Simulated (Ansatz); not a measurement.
# Ge2HSi: the cost of one run

The runs use Ansatz 0.2.0, Gaussian basis; the settings change from run to run.

28 further runs of the same task are left out: 19 that didn't finish, 9 set aside as unsound or not needed.

## Step 1: What is computed

The geometry is a PBE0/def2-TZVP stationary point (not a proven minimum) of the parent state, kept for this charge and spin. No spin-orbit coupling is included. The filled d shell of Ge may be among the frozen orbitals whatever the setting's name suggests; the logs give the count.

4 atoms, charge 0, spin multiplicity 6.

Atoms are counted from 1 here; the program's logs count them from 0.

Bond lengths: Ge1–Si2 2.344 Å, Si2–Ge3 2.318 Å, Ge3–H4 1.792 Å. Angles: Ge1–Si2–Ge3 168.3°, Si2–Ge3–H4 47.8°.

As a file:

```xyz
4
Ge2HSi
Ge    0.0000   -0.2310    2.5693
Si    0.0000   -0.4771    0.2381
Ge    0.0000   -0.2468   -2.0682
H     0.0000    0.9549   -0.7392
```

## Step 2: HF/cc-pVDZ

Input file in.yaml:

```yaml
crystal:
  periodic: [false, false, false]
  atoms:
    - {symbol: Ge, position_ang: [-0.000016, -0.231006, 2.569331]}
    - {symbol: Si, position_ang: [0.000003, -0.477135, 0.238112]}
    - {symbol: Ge, position_ang: [-0.000017, -0.246797, -2.068221]}
    - {symbol: H, position_ang: [0.000031, 0.954938, -0.739221]}
basis:
  gaussian: {orbitals: cc-pVDZ}
magnetization: {spin_polarized: true, initial_magnetization: 5}
hamiltonian: {xc: hf}
accuracy: high
output: {orbitals: {seedname: orbitals}}
```

On the command line:

```sh
$ ansatz run in.yaml --threads 1 --pin off --events-out ev --progress --plain --max-ram 2393MiB
```

Q: Estimate wall time and peak memory on 1 thread of Arm Neoverse V1, shared host.

About 24 s, with a peak of 0.36 GiB.
